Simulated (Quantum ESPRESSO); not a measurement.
A run of Quantum ESPRESSO 7.5 is set up as follows.

The input pw.in:

```
&CONTROL
  calculation = 'relax'
  prefix = 'pwscf'
  outdir = './tmp'
  pseudo_dir = './pseudo'
  tprnfor = .true.
  disk_io = 'low'
  nstep = 40
  forc_conv_thr = 0.0004
  etot_conv_thr = 1d-05
/
&SYSTEM
  ibrav = 0
  nat = 3
  ntyp = 2
  ecutwfc = 55
  ecutrho = 440
  nbnd = 20
  occupations = 'smearing'
  smearing = 'gaussian'
  degauss = 0.00146997
/
&ELECTRONS
  conv_thr = 6d-10
  electron_maxstep = 120
  mixing_beta = 0.5
/
&IONS
  ion_dynamics = 'bfgs'
/
ATOMIC_SPECIES
S     32.0600 s_pbe_v1.4.uspp.F.UPF
W    183.8400 W_pbe_v1.2.uspp.F.UPF
CELL_PARAMETERS angstrom
   3.2160600000    0.0000000000    0.0000000000
  -1.6080300000    2.6759665361    0.0000000000
   0.0000000000    0.0000000000   21.1400000000
ATOMIC_POSITIONS crystal
S      0.6666666667    0.3333333333    0.4257332072
W      0.3333333333    0.6666666667    0.5000000000
S      0.6666666667    0.3333333333    0.5742667928
K_POINTS automatic
10 10 1 0 0 0
```

Potentials or basis: SSSP 1.3 efficiency PBE.

Launch:

```bash
$ OMP_NUM_THREADS=1 pw.x -in pw.in > pw.out
```

Question: What does it give for the energy gained by relaxing?

Answer: 2.2 meV/atom.

Question: What does it give for the band gap on the k mesh?

Answer: 2.10 eV, indirect (least direct gap 2.15 eV).

Final structure:
```cif
data_structure
_symmetry_space_group_name_H-M 'P 1'
_symmetry_Int_Tables_number 1
_cell_length_a 3.2161
_cell_length_b 3.1219
_cell_length_c 21.1400
_cell_angle_alpha 90.000
_cell_angle_beta 90.000
_cell_angle_gamma 121.002
_cell_volume 181.93
loop_
_atom_site_label
_atom_site_type_symbol
_atom_site_fract_x
_atom_site_fract_y
_atom_site_fract_z
_atom_site_occupancy
S1 S 0.66753 0.33505 0.42504 1
W1 W 0.33161 0.66323 0.50000 1
S2 S 0.66753 0.33505 0.57496 1
```

Caveat: spin-orbit coupling is left out, which moves the levels of the heavy elements.
